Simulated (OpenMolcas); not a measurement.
# Re²⁺ among point charges: CASSCF and CASPT2 levels and susceptibility

How does a field of 4 point charges split the states of Re²⁺, and what χT follows?

The numbers are computed with OpenMolcas 26.06 (state-averaged CASSCF and CASPT2, spin-orbit coupling by RASSI with atomic mean-field integrals), except any that are marked as measured or tabulated.

## 1. What is computed

* Species: Re²⁺ (rhenium, Z = 75, 73 electrons)
* Basis: ANO-RCC-VDZP [7s6p4d2f1g], 68 functions
* Scalar Hamiltonian: DKH2, point nucleus
* Inactive shells: 1s 2s 2p 3s 3p 3d 4s 4p 4d 4f 5s 5p
* Active space: 5 electrons in 5 orbitals (5d)
* Some configurations of this space: 5d5
* Orbitals: optimised for each spin and parity, averaged over all roots

The outer shells:

5d5
```
5d [↑ ][↑ ][↑ ][↑ ][↑ ]
```

The ion sits among 4 point charges of -2 e arranged as a square (D4h), 2.26 Å from the ion.

Each step is its own input file, run in one work folder so that later steps find the files of earlier ones. Labels, J, g values, rates, χT and fits are worked out afterwards by a script from the matrices that RASSI stores. The input lists half of the charges; inversion (Group=XYZ) makes the rest.

## 2. One- and two-electron integrals

a.inp reads:

```
&GATEWAY
Coord
1

Re 0.0 0.0 0.0
Basis=ANO-RCC-VDZP
Group=XYZ
NoMove
AngMom=0.0 0.0 0.0
AMFI
XField
2 Angstrom 0
2.260000 0.000000 0.000000 -2.000000
0.000000 2.260000 0.000000 -2.000000
&SEWARD
```

Command:

```sh
$ OMP_NUM_THREADS=1 MOLCAS_MEM=1689 MOLCAS_PROJECT=a pymolcas a.inp > a.log
```

## 3. CASSCF: sextets of even parity, 1 root

a.inp reads:

```
&RASSCF
FileOrb=start.orb
Symmetry=1
Spin=6
nActEl=5 0 0
Inactive=15 19
Ras2=5 0
CIRoot=1 1 1
SDav=1
CIMx=300
Iter=120 100
PrWF=0.3
OrbListing=Nothing
MaxOrb=0
>>> COPY $Project.JobIph JOB001
```

start.orb holds the contracted functions of the basis, ordered by shell, or the orbitals of the step before.

## 4. CASSCF: quartets of even parity, 24 roots

a.inp reads:

```
&RASSCF
FileOrb=start.orb
Symmetry=1
Spin=4
nActEl=5 0 0
Inactive=15 19
Ras2=5 0
CIRoot=24 24 1
SDav=24
CIMx=300
Iter=120 100
PrWF=0.3
OrbListing=Nothing
MaxOrb=0
>>> COPY $Project.JobIph JOB002
```

## 5. CASSCF: doublets of even parity, 75 roots

a.inp reads:

```
&RASSCF
FileOrb=start.orb
Symmetry=1
Spin=2
nActEl=5 0 0
Inactive=15 19
Ras2=5 0
CIRoot=75 75 1
SDav=75
CIMx=300
Iter=120 100
PrWF=0.3
OrbListing=Nothing
MaxOrb=0
>>> COPY $Project.JobIph JOB003
```

## 6. RASSI: spin-orbit coupling between the states

a.inp reads:

```
&RASSI
NrOfJobIphs=3 1 24 75
1
1 2 3 4 5 6 7 8 9 10 11 12 13 14 15 16 17 18 19 20 21 22 23 24
1 2 3 4 5 6 7 8 9 10 11 12 13 14 15 16 17 18 19 20 21 22 23 24 25 26 27
28 29 30 31 32 33 34 35 36 37 38 39 40 41 42 43 44 45 46 47 48 49 50 51
52 53 54 55 56 57 58 59 60 61 62 63 64 65 66 67 68 69 70 71 72 73 74 75
IphNames
JOB001
JOB002
JOB003
EJob
SpinOrbit
DIPRint=1.0
SOCoupling=1000.0
Subsets=2
Property=9
'ANGMOM' 1 'ANGMOM' 2 'ANGMOM' 3 'MLTPL  1' 1 'MLTPL  1' 2 'MLTPL  1' 3
'AMFI' 1 'AMFI' 2 'AMFI' 3
SOProperty=3
'ANGMOM' 1 'ANGMOM' 2 'ANGMOM' 3
```

## 7. CASPT2: IPEA 0.25, imaginary shift 0.1 (closed shells correlated: 5s 5p)

a.inp reads:

```
>>> COPY JOB001 $Project.JobIph
&CASPT2
Multistate=1 1
Frozen=14 16
IPEA=0.25
Imaginary=0.1
MaxIter=60
WThr=0.0 0.3 0.05
PrWF=0.5
NoMix
>>> COPY JOB002 $Project.JobIph
&CASPT2
Multistate=24 1 2 3 4 5 6 7 8 9 10 11 12 13 14 15 16 17 18 19 20 21 22
23 24
NoMult
Frozen=14 16
IPEA=0.25
Imaginary=0.1
MaxIter=60
WThr=0.0 0.3 0.05
PrWF=0.5
NoMix
>>> COPY JOB003 $Project.JobIph
&CASPT2
Multistate=75 1 2 3 4 5 6 7 8 9 10 11 12 13 14 15 16 17 18 19 20 21 22
23 24 25 26 27 28 29 30 31 32 33 34 35 36 37 38 39 40 41 42 43 44 45 46
47 48 49 50 51 52 53 54 55 56 57 58 59 60 61 62 63 64 65 66 67 68 69 70
71 72 73 74 75
NoMult
Frozen=14 16
IPEA=0.25
Imaginary=0.1
MaxIter=60
WThr=0.0 0.3 0.05
PrWF=0.5
NoMix
```

(Steps that only read results are left out.)

Before running it: what results should come out? Wanted: spin-free ground state; first state of the same spin within the active space; lowest level; next level.

**Answer**, as computed:

| quantity | value |
| --- | --- |
| method | SS-CASPT2, IPEA 0.25, imaginary shift 0.1 (closed shells correlated: 5s 5p) |
| spin-free ground state | 4B1, 1-fold in its orbital part |
| first state of the same spin within the active space | 4B2 at 9530 cm⁻¹ |
| lowest level | 2-fold E1/2, g = 0.28, 0.28, 3.22 |
| next level | 846.9 cm⁻¹ |
| χT at 300 K | 0.74 cm³ K/mol |
| effective moment at 300 K | 2.44 μB |

Cost by method:

| method | time of its own steps | time with the reference |
| --- | --- | --- |
| A. CASSCF | 24 s | 24 s |
| B. SS-CASPT2, IPEA 0.25, imaginary shift 0.1, +5s 5p | 10 s | 34 s |

Times are of one thread on a shared host.

The spin-free ground state (4B1) comes to 46 % from free-ion F terms and has less than the highest spin computed. χT at 300 K is 0.74, against 1.88 cm³ K/mol for the spin alone, so spin-orbit coupling lowers it. The field of point charges can differ much from that of real complexes. With metal d orbitals alone active, the gaps between spin states are rough; where two lie within a few thousand cm-1, their order is open. This is an electrostatic model: the charges have no orbitals.
